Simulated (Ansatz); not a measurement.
**GaCl: taking an electron away**

How much energy removes an electron from GaCl at fixed geometry? The cation is run at each level and the neutral's energy taken from earlier runs.

The runs use Ansatz 0.2.0, Gaussian basis; unrestricted cation, the program's frozen cores in correlated methods.

Plan: UKS PBE-D4/def2-TZVPP; UKS r2SCAN-D4/def2-TZVPP; UKS PBE0-D4/def2-TZVPP; UKS B3LYP-D4/def2-TZVPP; UKS wB97X-V/def2-TZVPP; UKS wB97M-V/def2-TZVPP; UKS B2PLYP/def2-TZVPP; UHF-CCSD(T)/def2-TZVPP; UHF-CCSD(T)/def2-QZVPP; extrapolation to the limit; then −ε(HOMO) from the neutral's earlier runs with LDA (SPW92), PBE-D4, revPBE-D4, BLYP-D4, r2SCAN-D4, B97M-V, PBE0-D4, B3LYP-D4, r2SCANh-D4, r2SCAN0-D4, HSE06-D4, BHLYP-D4, CAM-B3LYP-D4, LC-ωPBE, ωB97X-V, ωB97M-V.

## Step 1: The relaxed structure

The geometry comes from an earlier relaxation with PBE0-D4 in a triple-zeta def2 set; it is a stationary point.

SMILES `[Cl][Ga]`, 2 atoms, charge 0, spin multiplicity 1.

Atoms are counted from 1 here; the program's logs count them from 0.

Bond lengths: Cl1–Ga2 2.216 Å.

Geometry (Å):

```xyz
2

Cl    0.0000    0.0000   -0.0235
Ga    0.0000    0.0000    2.1921
```

## Step 2: Cation, UKS PBE-D4/def2-TZVPP

The input, in.yaml:

```yaml
crystal:
  periodic: [false, false, false]
  atoms:
    - {symbol: Cl, position_ang: [-0.000000, 0.000000, -0.023509]}
    - {symbol: Ga, position_ang: [0.000000, -0.000000, 2.192109]}
basis:
  gaussian: {orbitals: def2-TZVPP}
total_charge: 1
magnetization: {spin_polarized: true, initial_magnetization: 1}
hamiltonian: {xc: pbe, dispersion: d4}
```

The run is started by

```sh
$ ansatz run in.yaml --threads 2 --pin off --events-out ev --progress --plain --max-ram 32768MiB --backend cpu
```

After this run come: Cation, UKS r2SCAN-D4/def2-TZVPP; Cation, UKS PBE0-D4/def2-TZVPP; Cation, UKS B3LYP-D4/def2-TZVPP; Cation, UKS wB97X-V/def2-TZVPP; Cation, UKS wB97M-V/def2-TZVPP; Cation, UKS B2PLYP (frozen core)/def2-TZVPP; Cation, UHF-CCSD(T)/def2-TZVPP; Cation, UHF-CCSD(T)/def2-QZVPP.

Q: Predict the results of all the runs planned. Wanted: ionisation energy, CCSD(T)/CBS; nearest functional by difference; nearest −ε(HOMO); −ε(HOMO) of PBE; T1 of the cation.

As calculated:

| quantity | value |
| --- | --- |
| ionisation energy, CCSD(T)/CBS | 10.17 eV |
| nearest functional by difference | B3LYP-D4 (-0.23 eV) |
| nearest −ε(HOMO) | LC-ωPBE (-0.23 eV) |
| −ε(HOMO) of PBE | 6.48 eV |
| T1 of the cation | 0.017 |

In words: Energy differences with functionals land within 0.38 eV of the reference. −ε(HOMO) of PBE misses by 3.7 eV, since self-interaction lifts the level. Among orbital estimates LC-ωPBE comes nearest. Hartree-Fock falls 1.34 eV short, as the neutral has more correlation energy than the cation. Correlated methods include outer-core shells of Ga, which these sets cover unevenly. With outer-core shells in play the reference is unsure by up to some tenths of an eV, so close misses can't be ranked.
